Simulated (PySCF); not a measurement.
# GaBr: from the state search to spectroscopic constants, part 2 of 2

PySCF 2.14.0; Ga pcseg-1, Br pcseg-1; no relativity.

**8. M06-L (meta-GGA)**

Log of the SCF at 2.399 Å:

```text
[... 17 set-up lines left out, the same as in an earlier log ...]
XC functionals = M06L
    Y. Zhao and D. G. Truhlar.,  J. Chem. Phys. 125, 194101 (2006)
    Y. Zhao and D. G. Truhlar.,  J. Chem. Phys. 125, 194101 (2006)
    Y. Zhao and D. G. Truhlar.,  Theor. Chem. Acc. 120, 215 (2008)
[... 2 set-up lines left out, the same as in an earlier log ...]
init E= -4498.38109821956
cycle= 1 E= -4498.38230083472  delta_E= -0.0012  |g|= 0.0106  |ddm|= 0.101
cycle= 2 E= -4498.3821497348  delta_E= 0.000151  |g|= 0.0176  |ddm|= 0.0444
cycle= 3 E= -4498.38239715149  delta_E= -0.000247  |g|= 0.000708  |ddm|= 0.0285
cycle= 4 E= -4498.38239745121  delta_E= -3e-07  |g|= 0.000375  |ddm|= 0.00214
cycle= 5 E= -4498.38239757121  delta_E= -1.2e-07  |g|= 5.55e-05  |ddm|= 0.00102
cycle= 6 E= -4498.38239757538  delta_E= -4.17e-09  |g|= 2.58e-05  |ddm|= 0.000359
cycle= 7 E= -4498.38239757613  delta_E= -7.46e-10  |g|= 1.27e-06  |ddm|= 8.05e-05
Extra cycle  E= -4498.38239757612  delta_E= 5.46e-12  |g|= 1.75e-06  |ddm|= 9.69e-06
converged SCF energy = -4498.38239757612  <S^2> = -2.1316282e-14  2S+1 = 1
```

Re = 2.413 Å, ωe = 257.3 cm⁻¹, ωexe = 0.690 cm⁻¹, αe = 0.000310 cm⁻¹, Be = 0.07868 cm⁻¹, De = 4.42 eV, μ = -2.60 D.

**9. B3LYP (global hybrid GGA)**

Log of the SCF at 2.399 Å:

```text
[... 13 set-up lines left out, the same as in an earlier log ...]
max_memory 909 MB (current use 304 MB)
[... 3 set-up lines left out, the same as in an earlier log ...]
XC functionals = B3LYP
    P. J. Stephens, F. J. Devlin, C. F. Chabalowski, and M. J. Frisch.,  J. Phys. Chem. 98, 11623 (1994)
[... 2 set-up lines left out, the same as in an earlier log ...]
init E= -4498.65717829076
cycle= 1 E= -4498.65754670812  delta_E= -0.000368  |g|= 0.00368  |ddm|= 0.0709
cycle= 2 E= -4498.65755056194  delta_E= -3.85e-06  |g|= 0.00236  |ddm|= 0.00815
cycle= 3 E= -4498.65755299438  delta_E= -2.43e-06  |g|= 0.000978  |ddm|= 0.00501
cycle= 4 E= -4498.65755375964  delta_E= -7.65e-07  |g|= 0.000152  |ddm|= 0.00175
cycle= 5 E= -4498.6575537778  delta_E= -1.82e-08  |g|= 1.98e-05  |ddm|= 0.00022
cycle= 6 E= -4498.65755377812  delta_E= -3.22e-10  |g|= 5.78e-06  |ddm|= 5.21e-05
Extra cycle  E= -4498.65755377812  delta_E=    0  |g|= 4.62e-06  |ddm|= 1.7e-05
converged SCF energy = -4498.65755377812  <S^2> = -3.5527137e-14  2S+1 = 1
```

Re = 2.417 Å, ωe = 258.5 cm⁻¹, ωexe = 0.666 cm⁻¹, αe = 0.000299 cm⁻¹, Be = 0.07844 cm⁻¹, De = 4.27 eV, μ = -2.60 D.

**10. LDA (local density)**

Output of the SCF at 2.399 Å:

```text
[... 17 set-up lines left out, the same as in an earlier log ...]
XC functionals = LDA,VWN
    P. A. M. Dirac.,  Math. Proc. Cambridge Philos. Soc. 26, 376 (1930)
    F. Bloch.,  Z. Phys. 57, 545 (1929)
    S. H. Vosko, L. Wilk, and M. Nusair.,  Can. J. Phys. 58, 1200 (1980)
[... 2 set-up lines left out, the same as in an earlier log ...]
init E= -4492.03907580396
cycle= 1 E= -4492.04233674791  delta_E= -0.00326  |g|= 0.0348  |ddm|= 0.191
cycle= 2 E= -4492.0406182346  delta_E= 0.00172  |g|= 0.0556  |ddm|= 0.129
cycle= 3 E= -4492.0430942058  delta_E= -0.00248  |g|= 0.0103  |ddm|= 0.098
cycle= 4 E= -4492.04316894051  delta_E= -7.47e-05  |g|= 0.00113  |ddm|= 0.0178
cycle= 5 E= -4492.04316986484  delta_E= -9.24e-07  |g|= 0.000306  |ddm|= 0.00247
cycle= 6 E= -4492.04316992973  delta_E= -6.49e-08  |g|= 6.59e-05  |ddm|= 0.000575
cycle= 7 E= -4492.04316993399  delta_E= -4.26e-09  |g|= 1.7e-06  |ddm|= 0.00014
cycle= 8 E= -4492.04316993399  delta_E= -3.64e-12  |g|= 3.57e-07  |ddm|= 3.87e-06
Extra cycle  E= -4492.04316993399  delta_E= -9.09e-13  |g|= 7.68e-07  |ddm|= 1.74e-06
converged SCF energy = -4492.04316993399  <S^2> = -3.5527137e-14  2S+1 = 1
```

Re = 2.367 Å, ωe = 275.1 cm⁻¹, ωexe = 0.677 cm⁻¹, αe = 0.000300 cm⁻¹, Be = 0.08179 cm⁻¹, De = 5.05 eV, μ = -2.09 D.

**11. RHF (mean field)**

Output of the SCF at 2.399 Å:

```text
******** <class 'pyscf.scf.hf_symm.SymAdaptedRHF'> ********
method = SymAdaptedRHF
[... 12 set-up lines left out, the same as in an earlier log ...]
Overwritten attributes  get_k get_j get_occ get_hcore get_jk  of <class 'pyscf.scf.hf_symm.SymAdaptedRHF'>
<class 'pyscf.scf.hf_symm.SymAdaptedRHF'> does not have attributes  refdm
[... 1 set-up line left out, the same as in an earlier log ...]
init E= -4495.13715815424
cycle= 1 E= -4495.15051114482  delta_E= -0.0134  |g|= 0.0355  |ddm|= 0.342
cycle= 2 E= -4495.15120159263  delta_E= -0.00069  |g|= 0.00943  |ddm|= 0.109
cycle= 3 E= -4495.15127638336  delta_E= -7.48e-05  |g|= 0.00325  |ddm|= 0.0342
cycle= 4 E= -4495.1512839903  delta_E= -7.61e-06  |g|= 0.000912  |ddm|= 0.0106
cycle= 5 E= -4495.15128495476  delta_E= -9.64e-07  |g|= 0.00029  |ddm|= 0.00379
cycle= 6 E= -4495.15128506512  delta_E= -1.1e-07  |g|= 6.26e-05  |ddm|= 0.00129
cycle= 7 E= -4495.15128506973  delta_E= -4.61e-09  |g|= 7.29e-06  |ddm|= 0.000231
cycle= 8 E= -4495.15128506976  delta_E= -2.82e-11  |g|= 1.79e-06  |ddm|= 1.58e-05
Extra cycle  E= -4495.15128506976  delta_E= -7.28e-12  |g|= 6.35e-07  |ddm|= 3.89e-06
converged SCF energy = -4495.15128506976
```

Re = 2.412 Å, ωe = 260.6 cm⁻¹, ωexe = 0.690 cm⁻¹, αe = 0.000309 cm⁻¹, Be = 0.07875 cm⁻¹, De = 3.26 eV, μ = -2.84 D.

**12. Correlated methods on the Hartree–Fock reference**

Reference: RHF; core orbitals frozen: 18.

Log of the coupled-cluster run at 2.399 Å:

```text
******** <class 'pyscf.cc.ccsd.CCSD'> ********
CC2 = 0
CCSD nocc = 15, nmo = 36
frozen orbitals [0, 1, 2, 3, 4, 5, 6, 7, 8, 9, 10, 11, 12, 13, 14, 15, 16, 17]
max_cycle = 80
direct = 0
conv_tol = 1e-07
conv_tol_normt = 1e-05
diis_space = 8
diis_start_cycle = 0
diis_start_energy_diff = 1e+09
max_memory 909 MB (current use 305 MB)
Init t2, MP2 energy = -4495.32527331928  E_corr(MP2) -0.173988249512231
Init E_corr(CCSD) = -0.173988249512451
cycle = 1  E_corr(CCSD) = -0.18677807278781  dE = -0.0127898233  norm(t1,t2) = 0.053452
cycle = 2  E_corr(CCSD) = -0.19182773801548  dE = -0.00504966523  norm(t1,t2) = 0.0198948
cycle = 3  E_corr(CCSD) = -0.193562769458506  dE = -0.00173503144  norm(t1,t2) = 0.00984186
cycle = 4  E_corr(CCSD) = -0.194270541401326  dE = -0.000707771943  norm(t1,t2) = 0.0031676
cycle = 5  E_corr(CCSD) = -0.194184786359457  dE = 8.57550419e-05  norm(t1,t2) = 0.000826291
cycle = 6  E_corr(CCSD) = -0.194173986913751  dE = 1.07994457e-05  norm(t1,t2) = 0.000229912
cycle = 7  E_corr(CCSD) = -0.194178066047061  dE = -4.07913331e-06  norm(t1,t2) = 9.78303e-05
cycle = 8  E_corr(CCSD) = -0.19417836869551  dE = -3.02648449e-07  norm(t1,t2) = 2.55768e-05
cycle = 9  E_corr(CCSD) = -0.19417822033539  dE = 1.4836012e-07  norm(t1,t2) = 5.42609e-06
cycle = 10  E_corr(CCSD) = -0.194178301154083  dE = -8.08186931e-08  norm(t1,t2) = 1.61096e-06
CCSD converged
E(CCSD) = -4495.345463370919  E_corr = -0.1941783011540835
CCSD(T) correction = -0.00492702686946697
```

Correlation energy (eV) along the bond:

| R (Å) | MP2 | SCS-MP2 | CCSD | CCSD(T) | T1 |
| --- | --- | --- | --- | --- | --- |
| 2.063 | -4.763 | -4.582 | n/a | n/a | n/a |
| 2.159 | -4.756 | -4.583 | -5.288 | -5.422 | 0.008 |
| 2.255 | -4.749 | -4.583 | -5.288 | -5.422 | 0.008 |
| 2.327 | -4.742 | -4.581 | -5.286 | -5.420 | 0.008 |
| 2.399 | -4.734 | -4.579 | -5.284 | -5.418 | 0.009 |
| 2.471 | -4.726 | -4.575 | -5.280 | -5.414 | 0.009 |
| 2.567 | -4.713 | -4.569 | -5.274 | -5.408 | 0.009 |
| 2.687 | -4.694 | -4.558 | -5.264 | -5.397 | 0.010 |
| 2.831 | -4.670 | -4.542 | -5.249 | -5.381 | 0.011 |
| 3.023 | -4.635 | -4.519 | n/a | n/a | n/a |

RHF-MP2: Re = 2.400 Å, ωe = 269.5 cm⁻¹, ωexe = 0.648 cm⁻¹, αe = 0.000291 cm⁻¹, Be = 0.07954 cm⁻¹, De = 4.27 eV.

RHF-SCS-MP2: Re = 2.407 Å, ωe = 266.0 cm⁻¹, ωexe = 0.649 cm⁻¹, αe = 0.000293 cm⁻¹, Be = 0.07906 cm⁻¹, De = 4.14 eV.

RHF-CCSD: Re = 2.407 Å, ωe = 266.0 cm⁻¹, ωexe = 0.658 cm⁻¹, αe = 0.000296 cm⁻¹, Be = 0.07906 cm⁻¹, De = 4.03 eV.

RHF-CCSD(T): Re = 2.407 Å, ωe = 266.2 cm⁻¹, ωexe = 0.649 cm⁻¹, αe = 0.000293 cm⁻¹, Be = 0.07907 cm⁻¹, De = 4.11 eV.

**13. The curves together**

Energy (eV) from each level's lowest point:

| R (Å) | RHF | RHF-MP2 | RHF-SCS-MP2 | RHF-CCSD | RHF-CCSD(T) | LDA | PBE | r²SCAN | M06-L | B3LYP | PBE0 |
| --- | --- | --- | --- | --- | --- | --- | --- | --- | --- | --- | --- |
| 2.063 | 0.918 | 0.889 | 0.914 | n/a | n/a | 0.714 | 0.911 | 0.820 | 0.898 | 0.922 | 0.843 |
| 2.159 | 0.417 | 0.395 | 0.413 | 0.413 | 0.413 | 0.288 | 0.418 | 0.354 | 0.410 | 0.424 | 0.371 |
| 2.255 | 0.139 | 0.125 | 0.135 | 0.135 | 0.135 | 0.069 | 0.142 | 0.105 | 0.138 | 0.145 | 0.115 |
| 2.327 | 0.036 | 0.029 | 0.034 | 0.034 | 0.034 | 0.004 | 0.038 | 0.020 | 0.036 | 0.040 | 0.025 |
| 2.399 | 0.000 | 0.000 | 0.000 | 0.000 | 0.000 | 0.000 | 0.000 | 0.000 | 0.000 | 0.000 | 0.000 |
| 2.471 | 0.014 | 0.023 | 0.018 | 0.018 | 0.018 | 0.044 | 0.012 | 0.029 | 0.013 | 0.011 | 0.025 |
| 2.567 | 0.090 | 0.111 | 0.100 | 0.100 | 0.100 | 0.155 | 0.086 | 0.124 | 0.086 | 0.083 | 0.114 |
| 2.687 | 0.246 | 0.286 | 0.267 | 0.266 | 0.267 | 0.350 | 0.241 | 0.303 | 0.239 | 0.236 | 0.286 |
| 2.831 | 0.486 | 0.551 | 0.523 | 0.521 | 0.524 | 0.631 | 0.480 | 0.567 | 0.472 | 0.473 | 0.544 |
| 3.023 | 0.847 | 0.947 | 0.907 | n/a | n/a | 1.032 | 0.836 | 0.953 | 0.822 | 0.829 | 0.925 |

The whole job (state search and all levels along the bond) took 2.6 min on 1 thread of Arm Neoverse N1 (shared host), peak memory 0.57 GiB.

**14. What came out**

This closing draws on all 2 parts.

Lowest PBE0 solution found, without spin–orbit coupling: ¹Σ⁺ (singlet), closed shell. State 2 has its PBE0 minimum 3.34 eV higher. The other levels ran on the lowest alone.

| level | Re (Å) | ωe (cm⁻¹) | De (eV) | μ (D) |
| --- | --- | --- | --- | --- |
| RHF | 2.412 | 260.6 | 3.26 | -2.84 |
| RHF-MP2 | 2.400 | 269.5 | 4.27 | n/a |
| RHF-SCS-MP2 | 2.407 | 266.0 | 4.14 | n/a |
| RHF-CCSD | 2.407 | 266.0 | 4.03 | n/a |
| RHF-CCSD(T) | 2.407 | 266.2 | 4.11 | n/a |
| LDA | 2.367 | 275.1 | 5.05 | -2.09 |
| PBE | 2.415 | 259.2 | 4.49 | -2.40 |
| r²SCAN | 2.389 | 269.5 | 4.48 | -2.36 |
| M06-L | 2.413 | 257.3 | 4.42 | -2.60 |
| B3LYP | 2.417 | 258.5 | 4.27 | -2.60 |
| PBE0 | 2.396 | 266.5 | 4.38 | -2.54 |

De is counted to Ga + Br in their ground configurations. A positive dipole means Ga(−)Br(+).

Differences from CCSD(T) in the same basis:

| level | Re (mÅ) | ωe (%) |
| --- | --- | --- |
| RHF | +5 | -2.1 |
| RHF-MP2 | -7 | +1.2 |
| RHF-SCS-MP2 | 0 | -0.1 |
| RHF-CCSD | 0 | -0.1 |
| LDA | -40 | +3.3 |
| PBE | +7 | -2.6 |
| r²SCAN | -18 | +1.3 |
| M06-L | +6 | -3.3 |
| B3LYP | +10 | -2.9 |
| PBE0 | -11 | +0.1 |

Time per point (s) on 1 thread of Arm Neoverse N1, shared host (CPU time, shared integrals of 0.86 s apart; correlated levels include their reference; CCSD comes with the CCSD(T) run); the times are rough: RHF 0.1, RHF-MP2 0.18, RHF-SCS-MP2 0.18, LDA 0.64, PBE 1.1, r²SCAN 1.5, M06-L 1.5, B3LYP 1.2, PBE0 2; the reference 2.2.

The cheapest levels within 12 mÅ and 2.5 % of CCSD(T): RHF-SCS-MP2 (0.18 s), RHF-MP2 (0.18 s), RHF (0.1 s). The dearest run takes 2.2 s.

Judged by CCSD(T) in the same basis: best bond length RHF-SCS-MP2 and RHF-CCSD (0 mÅ), worst LDA (-40 mÅ); best wavenumber RHF-SCS-MP2 and RHF-CCSD and PBE0 (0.1 % off), worst LDA and M06-L (3.3 % off). CCSD(T) in a basis this small is itself some way from its limit, more so than the functionals. Among the levels with a De in the table, it runs from 3.26 eV (RHF) to 5.05 eV (LDA).

Correlated steps freeze 18 core orbitals.
